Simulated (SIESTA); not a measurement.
Here is a SIESTA 5.4.2 calculation.

Contents of MgGe2.fdf:

```
SystemName                      MgGe2
SystemLabel                     MgGe2
NumberOfSpecies                 2
NumberOfAtoms                   6
%block ChemicalSpeciesLabel
  1  32 Ge
  2  12 Mg
%endblock ChemicalSpeciesLabel

LatticeConstant                 1.0 Ang
%block LatticeVectors
     5.5214850000    -1.8498460000     0.0000000000
     5.5214850000     1.8498460000     0.0000000000
    -3.2176250000     0.0000000000     6.0077740000
%endblock LatticeVectors
AtomicCoordinatesFormat         Fractional
%block AtomicCoordinatesAndAtomicSpecies
     0.5292340000     0.5292340000     0.2936210000  1  Ge
     0.4707660000     0.4707660000     0.7063790000  1  Ge
     0.8803900000     0.8803900000     0.9854400000  1  Ge
     0.1196100000     0.1196100000     0.0145600000  1  Ge
     0.8152860000     0.8152860000     0.3492530000  2  Mg
     0.1847140000     0.1847140000     0.6507470000  2  Mg
%endblock AtomicCoordinatesAndAtomicSpecies

%block kgrid.MonkhorstPack
    8   0   0  0.0
    0   8   0  0.0
    0   0   5  0.0
%endblock kgrid.MonkhorstPack
XC.Functional                   GGA
XC.Authors                      PBEsol
PAO.BasisSize                   DZP
PAO.EnergyShift                 0.003 Ry
Mesh.Cutoff                     800 Ry
OccupationFunction              FD
ElectronicTemperature           0.05 eV
MaxSCFIterations                120
SCF.MustConverge                false
SCF.Mixer.Method                Pulay
SCF.Mixer.Weight                0.25
SCF.Mixer.History               8
SCF.DM.Tolerance                5.0e-05
SCF.H.Tolerance                 1.0e-03 eV
WriteForces                     true
Charge.Mulliken                 end
BandLinesScale                  ReciprocalLatticeVectors
%block BandLines
    1    0.000000   0.000000   0.500000  X
    8    0.000000   0.000000   0.000000  \Gamma
   13    0.000000  -0.500000   0.000000  Y
    1    0.000000  -0.500000   0.500000  L
   14    0.000000   0.000000   0.000000  \Gamma
    9    0.500000   0.500000  -0.500000  Z
    1    0.500000   0.500000   0.000000  N
    9    0.000000   0.000000   0.000000  \Gamma
   14    0.500000   0.000000  -0.500000  M
    1    0.500000   0.000000   0.000000  R
   13    0.000000   0.000000   0.000000  \Gamma
%endblock BandLines
%block PAO.Basis
  Ge 4
  n=4 0 2
    5.960 0.000
  n=4 1 2
    8.130 0.000
  n=3 2 2
    3.189 0.000
  n=4 2 1
    8.130
  Mg 4
  n=2 0 2
    2.604 0.000
  n=3 0 2
    8.229 0.000
  n=2 1 2
    2.943 0.000
  n=3 1 1
    8.229
%endblock PAO.Basis
```

Potentials or basis: PseudoDojo 0.4 standard (PBEsol files), DZP (energy shift 0.003 Ry; two zetas on semicore shells).

Command:

```bash
$ siesta MgGe2.fdf > MgGe2.out 2>&1
```

(1) Predict the band gap on the k mesh.

(2) Estimate the largest force.

(3) What does it give for the pressure?

## Answers

(1) none (metal or under the smearing width).

(2) 0.170 eV/Å.

(3) -1.3 GPa.

Caveat: the basis of atomic orbitals isn't converged, which shifts pressures, moduli and gaps.
